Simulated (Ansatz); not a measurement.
**FH4OPSi: rigid scan of one bond length**

How does the energy of FH4OPSi change as one bond is stretched? The task is a rigid scan of one bond length, for FH4OPSi.

Program: Ansatz 0.2.0 through its Python package. Level of theory: B3LYP+D3(BJ)/def2-SVP. These are calculated values, not measurements.

## Step 1: The system

Bond lengths: F1–Si2 1.538 Å, Si2–O3 1.663 Å, O3–P4 1.707 Å, Si2–H5 1.495 Å, Si2–H6 1.487 Å, P4–H7 1.445 Å, P4–H8 1.417 Å. Angles: F1–Si2–O3 106.5°, F1–Si2–H5 108.8°, F1–Si2–H6 108.4°, O3–Si2–H5 111.1°, O3–Si2–H6 111.9°, H5–Si2–H6 109.9°, Si2–O3–P4 110.2°, O3–P4–H7 95.6°, O3–P4–H8 95.6°, H7–P4–H8 93.5°.

No structure file is read: the coordinates are typed or built in the script.

## Step 2: Script

Input file scan_fh4opsi.py:

```python
import logging
import sys

import ansatz
import numpy as np

logging.basicConfig(stream=sys.stdout, format="%(name)s: %(message)s")
log = logging.getLogger("fh4opsi")
log.setLevel(logging.INFO)

geometry_ang = [
    ("F", (-1.7489, 1.7193, -0.4925)),
    ("Si", (-0.4295, 1.0986, -0.0033)),
    ("O", (-0.3787, -0.4472, -0.6131)),
    ("P", (1.0487, -1.2342, -0.1078)),
    ("H", (0.7096, 1.9173, -0.5192)),
    ("H", (-0.4278, 1.1096, 1.484)),
    ("H", (0.473, -1.8192, 1.0818)),
    ("H", (0.8458, -2.4014, -0.8857)),
]
fh4opsi = ansatz.Crystal.molecule()
for symbol, xyz in geometry_ang:
    fh4opsi = fh4opsi.atom(symbol, xyz)

symbols = [site.symbol for site in fh4opsi.cartesian_sites]
start = np.array([site.position_ang for site in fh4opsi.cartesian_sites])
axis = (start[5] - start[1]) / np.linalg.norm(start[5] - start[1])
moving = [5]
lengths, energies = [1.26, 1.37, 1.49, 1.64, 1.86, 2.23, 2.68, 3.27], []
for length in lengths:
    xyz = start.copy()
    xyz[moving] += (length - np.linalg.norm(start[5] - start[1])) * axis
    point = ansatz.Crystal.molecule()
    for symbol, xyz in zip(symbols, xyz):
        point = point.atom(symbol, xyz.tolist())
    calc = point.calculation()
    calc = calc.basis(gaussian="def2-SVP").functional("b3lyp", dispersion="d3bj")
    calc = calc.accuracy("high")
    calc = calc.scf(lower_state_search="off")
    r = calc.run(threads=1, pin="off").report
    energies.append(r["free_energy_ev"])
    log.info(f"r = {length:6.3f} A  E = {energies[-1]:.5f} eV  <S^2> = {abs(r['mean_field']['state']['spin_squared']):.3f}")

print("energy above the lowest point (eV):", [round(e - min(energies), 3) for e in energies])
```

## Step 3: Running it

Launch:

```console
> python scan_fh4opsi.py
```

Without the output at hand: what should come out? Wanted: range of energy; lowest point, distance.

**Answer**, as computed:

| quantity | value |
| --- | --- |
| runs compared | 8 |
| range of energy | 4.439 eV |
| lowest point, distance (Å) | 1.49 |

In words: The lowest point, at 1.49, lies inside the range. The ends stand 0.664 and 4.44 eV above it. The distance scanned is the script's pair 1, 5. What to keep in mind:
- The rest of the molecule is held rigid at a force-field or estimated start geometry, and the basis set is modest; single-reference methods fail as a bond breaks.
- b3lyp holds the VWN-RPA fit, as in Gaussian; the form of ORCA and Turbomole is b3lyp5.
- The orbitals are restricted, so S² is zero by construction.
- Toward dissociation an unrestricted state lies under the restricted one, by 1 to 2 eV or more.
